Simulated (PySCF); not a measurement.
# CH3ClIn (SMILES [CH3][In][Cl]): levels of theory compared

We compute a comparison of 3 runs (UHF/ANO-RCC-VTZP, TDHF/Sapporo-DZP) of CH3ClIn. Input form: a Python script.

Program for the calculation: PySCF 2.14.0.

4 further runs of the same task are left out: 2 for a faulty analytic Hessian, 1 that didn't finish, 1 set aside as unsound or not needed.

### Step 1. The system as given

The species is CH3ClIn (6 atoms), meant as a doublet with charge 0. As SMILES, `[CH3][In][Cl]`. Geometry: relaxed at PBE0-D4/def2-TZVP.

Bond lengths: C1–In2 2.214 Å, In2–Cl3 2.383 Å, C1–H4 1.090 Å, C1–H5 1.087 Å, C1–H6 1.090 Å. Angles: C1–In2–Cl3 112.2°, In2–C1–H4 106.0°, In2–C1–H5 110.5°, In2–C1–H6 106.1°, H4–C1–H5 111.6°, H4–C1–H6 110.7°, H5–C1–H6 111.6°.

### Step 2. The energy at UHF/ANO-RCC-VTZP (sfX2C) (run 1)

The input, input.py:

```python
# [CH3][In][Cl]
from pyscf import gto, scf

mol = gto.M(
    atom='''
C    0.740500  -0.195100  -0.316400
In  -1.031600   1.116800  -0.120100
Cl  -2.649300   0.223900   1.384500
H    0.366000  -1.156300  -0.668900
H    1.457300   0.235100  -1.011300
H    1.159000  -0.288400   0.686000
''',
    charge=0,
    verbose=4,
    max_memory=1860,
    symmetry=True,
    spin=1,
    basis='ano-rcc-vtzp',
)

mf = scf.UHF(mol)
mf = mf.x2c()
mf.kernel()
if not mf.converged:
    mf = mf.newton().run(mf.mo_coeff, mf.mo_occ)

e_final = mf.e_tot
print('Final energy', e_final)
mf.analyze()
```

Started as:

```bash
$ OMP_NUM_THREADS=1 python input.py
```

Log:

```text
PySCF version 2.14.0

[... 111 lines left out ...]
Total Energy =                       -6378.823681195300196
[... 2 lines left out ...]
Two-electron Energy =                 2717.463354321416318
[... 5 lines left out ...]
MO #1   energy= -1031.90888261928  | -1031.90783225956  occ= 1 | 1
[... 3 lines left out ...]
MO #174 energy= 6.93083858897138   | 6.93368839647295   occ= 0 | 0
[... 200 lines left out ...]
Dipole moment(X, Y, Z, Debye):  2.83684,  1.07942, -2.33017
```

It took 2 min on 1 thread of Arm Neoverse V1, shared host; peak memory 1.3 GiB.

### Step 3. A single-point energy at UHF/ANO-RCC-VTZP (sfX2C, density fitting) (run 2)

The input, job.py:

```python
from pyscf import gto
from pyscf import df

system = gto.M(
    atom='''
C    0.740500  -0.195100  -0.316400
In  -1.031600   1.116800  -0.120100
Cl  -2.649300   0.223900   1.384500
H    0.366000  -1.156300  -0.668900
H    1.457300   0.235100  -1.011300
H    1.159000  -0.288400   0.686000
''',
    basis='ano-rcc-vtzp',
    verbose=4,
    symmetry=True,
    max_memory=1860,
    spin=1,
)

mf = system.UHF()
mf = mf.x2c()
mf = mf.density_fit(auxbasis=df.aug_etb(system, beta=2.0))
mf.kernel()
if not mf.converged:
    mf = mf.newton().run(mf.mo_coeff, mf.mo_occ)

energy = mf.e_tot
print('Final energy', energy)
dip = mf.dip_moment()
pop, q = mf.mulliken_pop()
```

Started as:

```bash
$ OMP_NUM_THREADS=1 python job.py
```

Log:

```text
PySCF version 2.14.0

[... 129 lines left out ...]
converged SCF energy = -6378.82368701801  <S^2> = 0.7793166  2S+1 = 2.0291048
Final energy -6378.823687018009
Dipole moment(X, Y, Z, Debye):  2.83691,  1.07938, -2.33019
[... 12 lines left out ...]
charge of  5H =      0.15319  (     0.42344      0.42336 )
```

It took 33 s on 1 thread of Arm Neoverse V1, shared host; peak memory 0.47 GiB.

### Step 4. The vertical excitations at TDHF/Sapporo-DZP (run 3)

The input, run.py:

```python
from pyscf import gto, tdscf

mol = gto.M(
    atom='''
C      1.399342    -0.368686    -0.597909
In    -1.949441     2.110446    -0.226956
Cl    -5.006451     0.423110     2.616326
H      0.691640    -2.185090    -1.264038
H      2.753898     0.444275    -1.911080
H      2.190193    -0.544997     1.296352
''',
    max_memory=1860,
    unit='bohr',
    basis='sapporo-dzp',
    verbose=3,
    spin=1,
    charge=0,
)

mf = mol.UHF()
mf.max_cycle = 100
mf.kernel()
if not mf.converged:
    mf = mf.newton().run(mf.mo_coeff, mf.mo_occ)

etot = mf.e_tot
print('E = %.10f Eh' % etot)

td = tdscf.TDHF(mf)
td.nstates = 4
td.kernel()
td.analyze()
roots = td.e * 27.211386
osc = td.oscillator_strength()
print('state   eV      nm      f')
for i, (w, f) in enumerate(zip(roots, osc), 1):
    print('%3d %9.4f %8.1f %9.5f' % (i, w, 1239.842 / w, f))
```

Started as:

```bash
$ OMP_NUM_THREADS=1 python run.py
```

Log:

```text
converged SCF energy = -6239.19223854677  <S^2> = 0.76964063  2S+1 = 2.0195451
E = -6239.1922385468 Eh
Excitation energies (eV)
[2.73037317 4.00582509 5.17882315 5.51743533]

** Excitation energies and oscillator strengths **
state   eV      nm      f
  1    2.7304    454.1   0.05018
  2    4.0058    309.5   0.06785
  3    5.1788    239.4   0.18302
  4    5.5174    224.7   0.01839
```

Run time: 73 s. Hardware: 1 thread of Arm Neoverse V1, shared host; peak memory 0.46 GiB.

The roots found:

```
excited state  energy (eV)  strength
            1        2.730    0.0502
            2        4.006    0.0678
            3        5.179    0.1830
            4        5.517    0.0184
```

### Step 5. The series

```
run                                      level  integral approximation     task   energy (Eh)  dipole moment (D) of the reference  HOMO energy (eV)  LUMO energy (eV)  wall time
  1                   UHF/ANO-RCC-VTZP (sfX2C)                    none   energy  -6378.823681                                3.83             -8.43              0.03      2 min
  2  UHF/ANO-RCC-VTZP (sfX2C, density fitting)                     etb   energy  -6378.823687                                3.83             -8.43              0.03       33 s
  3                           TDHF/Sapporo-DZP                    none  excited  -6239.192239                                3.55             -8.32              0.19       73 s
```

### Step 6. Results

| quantity | value |
| --- | --- |
| run 3: ground-state or mean-field energy | -6239.19224 Eh |
| run 3: dipole moment (Hartree–Fock density) | 3.55 D |
| run 3: HOMO energy (Hartree–Fock orbitals) (highest over α and β) | -8.32 eV |
| run 3: LUMO energy (Hartree–Fock orbitals) (lowest over α and β) | 0.19 eV |
| run 3: ⟨S²⟩ of the reference determinant | 0.770 |
| run 3: lowest excitation energy | 2.73 eV |

In words: Some runs of one species differ in core potentials or relativity; totals across that change don't compare. In run 3 relativity is left out where basis or elements ask for it. All runs together took 3.8 min, the longest 2 min.
